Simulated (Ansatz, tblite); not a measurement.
**(LiSH)3 ring (Li3H3S3): a ladder of methods and basis sets**

An exercise on one series of results from a longer session: the logs are not shown, and one member is left open.

Computed with Ansatz 0.2.0, Gaussian basis. Level: as each input shows.

Levels to be run: GFN1-xTB, GFN2-xTB, PBE-D4/def2-TZVP, r2SCAN-D4/def2-TZVP, CAM-B3LYP-D4/def2-TZVP, B2PLYP/def2-TZVP, BHLYP-D4/def2-TZVP, r2SCAN0-D4/def2-TZVP, ωB97X-V/def2-TZVP, B97M-V/def2-TZVP, revPBE-D4/def2-TZVP, PBE-D4/def2-SVP, PBE0-D4/def2-SVP, HF/STO-3G, PBE0-D4/def2-TZVPD, PBE-D4/def2-TZVPD, r2SCAN-D4/def2-TZVPD, CCSD(T)/def2-TZVPP, MP2/def2-TZVP, RPA/def2-TZVP.

### The geometry

The singlet was relaxed beforehand with r2SCAN-D4/def2-SVP.

9 atoms, charge 0, spin multiplicity 1.

Bond lengths: Li1–S2 2.323 Å, Li1–S6 2.321 Å, S2–Li3 2.324 Å, S2–H7 1.353 Å, Li3–S4 2.324 Å, S4–Li5 2.323 Å, S4–H8 1.353 Å, Li5–S6 2.321 Å, S6–H9 1.353 Å. Angles: S2–Li1–S6 145.5°, Li1–S2–Li3 94.3°, Li1–S2–H7 97.6°, Li3–S2–H7 97.6°, S2–Li3–S4 145.8°, Li3–S4–Li5 94.3°, Li3–S4–H8 97.5°, Li5–S4–H8 97.5°, S4–Li5–S6 145.5°, Li1–S6–Li5 94.6°, Li1–S6–H9 98.8°, Li5–S6–H9 98.8°.

PBE0-D4/def2-TZVP was run before; its log isn't repeated, and its numbers join the tables.

The first run:

Tight binding, by tblite at 300 K electronic temperature and without a spin-polarisation term:

```python
tblite.interface.Calculator('GFN1-xTB', numbers, positions, charge=0, uhf=0).singlepoint()
```

Tight binding, by tblite at 300 K electronic temperature and without a spin-polarisation term:

```python
tblite.interface.Calculator('GFN2-xTB', numbers, positions, charge=0, uhf=0).singlepoint()
```

start.molden holds the orbitals of an earlier run on this state, given as this run's starting guess.

The input, in.yaml:

```yaml
crystal:
  periodic: [false, false, false]
  atoms:
    - {symbol: Li, position_ang: [-0.190235, 1.830657, -0.706353]}
    - {symbol: S, position_ang: [-2.017721, 1.442443, 0.673441]}
    - {symbol: Li, position_ang: [-1.479170, -0.785766, 1.052658]}
    - {symbol: S, position_ang: [0.052727, -2.486634, 0.652961]}
    - {symbol: Li, position_ang: [1.397351, -1.188412, -0.725801]}
    - {symbol: S, position_ang: [1.719579, 0.913957, -1.654687]}
    - {symbol: H, position_ang: [-1.493426, 1.949883, 1.812964]}
    - {symbol: H, position_ang: [0.774241, -2.345155, 1.788911]}
    - {symbol: H, position_ang: [1.236654, 0.669046, -2.894104]}
basis:
  gaussian: {orbitals: def2-TZVP, initial_orbitals: start.molden}
hamiltonian: {xc: pbe, dispersion: d4}
scf: {omitted_lower_state_checks: [starts]}
output: {orbitals: {seedname: orbitals}}
```

Launch:

```bash
$ ansatz run in.yaml --threads 4 --pin off --events-out ev --progress --plain --max-ram 3916MiB
```

Steps of the session up to this table: PBE-D4/def2-TZVP; r2SCAN-D4/def2-TZVP; CAM-B3LYP-D4/def2-TZVP; B2PLYP/def2-TZVP; BHLYP-D4/def2-TZVP; r2SCAN0-D4/def2-TZVP; ωB97X-V/def2-TZVP; B97M-V/def2-TZVP; revPBE-D4/def2-TZVP; PBE-D4/def2-SVP; PBE0-D4/def2-SVP; HF/STO-3G; PBE0-D4/def2-TZVPD; PBE-D4/def2-TZVPD; r2SCAN-D4/def2-TZVPD; CCSD(T)/def2-TZVPP; MP2/def2-TZVP; RPA/def2-TZVP.

One table of the session follows, with a row left open; its other results are not shown here.

It belongs to the step «Levels side by side». 

```
                 level  HOMO (eV)  gap (eV)
             HF/STO-3G      -7.36     11.06
       PBE-D4/def2-SVP      -5.62      4.34
      PBE-D4/def2-TZVP      -5.79      4.47
     PBE-D4/def2-TZVPD      -5.81      4.45
   revPBE-D4/def2-TZVP      -5.73      4.47
   r2SCAN-D4/def2-TZVP      -6.06      5.24
  r2SCAN-D4/def2-TZVPD      -6.04      5.20
      B97M-V/def2-TZVP      -6.08      4.83
      PBE0-D4/def2-SVP      -6.85      6.12
     PBE0-D4/def2-TZVP      -6.99      6.24
    PBE0-D4/def2-TZVPD      -6.98      6.19
  r2SCAN0-D4/def2-TZVP          ?         ?
    BHLYP-D4/def2-TZVP      -8.03      7.70
CAM-B3LYP-D4/def2-TZVP      -8.29      8.11
     ωB97X-V/def2-TZVP      -9.32      9.93
```

Q: Estimate the row for r2SCAN0-D4/def2-TZVP from the others.

As computed: HOMO (eV): -7.16; gap (eV): 6.71. In the column «HOMO (eV)» it lies between HF/STO-3G (-7.36) and PBE0-D4/def2-TZVP (-6.99).
